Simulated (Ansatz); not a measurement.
# VH₃O₄: basis-set convergence

Aim: see how fast density functionals converge with the basis set for VH₃O₄.

Program: Ansatz 0.2.0, Gaussian basis. Level of theory: one geometry, several basis sets. These are calculated values, not measurements.

Levels to be run: PBE0-D4/def2-SVP; ωB97M-V/def2-SVP; PBE0-D4/def2-QZVPP; ωB97M-V/def2-QZVPP; the functionals' def2-TZVPP values are taken from earlier runs.

**1. The geometry**

The geometry comes from an earlier relaxation with PBE0-D4 in a triple-zeta def2 set; it is a stationary point, not always the lowest conformer.

SMILES `[O]=[V]([OH])([OH])[OH]`, 8 atoms, charge 0, spin multiplicity 1.

Atoms are counted from 1 here; the program's logs count them from 0.

Bond lengths: O1–V2 1.556 Å, V2–O3 1.764 Å, V2–O4 1.764 Å, V2–O5 1.764 Å, O3–H6 0.961 Å, O4–H7 0.961 Å, O5–H8 0.961 Å. Angles: O1–V2–O3 109.4°, O1–V2–O4 109.4°, O1–V2–O5 109.4°, O3–V2–O4 109.6°, O3–V2–O5 109.6°, O4–V2–O5 109.6°, V2–O3–H6 121.3°, V2–O4–H7 121.3°, V2–O5–H8 121.3°.

**2. PBE0-D4 in def2-SVP**

The input, in.yaml:

```yaml
crystal:
  periodic: [false, false, false]
  atoms:
    - {symbol: O, position_ang: [-1.344014, 0.292206, 0.732476]}
    - {symbol: V, position_ang: [-0.002659, -0.003967, 0.000780]}
    - {symbol: O, position_ang: [1.335831, 0.175957, 1.135967]}
    - {symbol: O, position_ang: [0.199031, 1.131104, -1.334701]}
    - {symbol: O, position_ang: [-0.028647, -1.653334, -0.624916]}
    - {symbol: H, position_ang: [1.183724, 0.421861, 2.052134]}
    - {symbol: H, position_ang: [-0.460871, 1.803654, -1.522243]}
    - {symbol: H, position_ang: [-0.790196, -2.224481, -0.495297]}
basis:
  gaussian: {orbitals: def2-SVP}
hamiltonian: {xc: pbe0, dispersion: d4}
output: {orbitals: {seedname: orbitals}}
```

Command:

```bash
ansatz run in.yaml --threads 4 --pin off --events-out ev --progress --plain --max-ram 10444MiB
```

After this run come: ωB97M-V in def2-SVP; PBE0-D4 in def2-QZVPP; ωB97M-V in def2-QZVPP.

Before running them: what should the planned runs give, taken together? Wanted: PBE0-D4: double and triple zeta above quadruple; ωB97M-V: double and triple zeta above quadruple.

**Answer**, as computed:

| quantity | value |
| --- | --- |
| PBE0-D4: double and triple zeta above quadruple | 14.81, 0.96 eV |
| ωB97M-V: double and triple zeta above quadruple | 14.99, 0.91 eV |

In words: For PBE0-D4 the step from double to triple zeta gains 13.86 eV and the next only 0.96 eV. These are total energies; as a rule much of such shifts cancels in differences, which this series doesn't test.
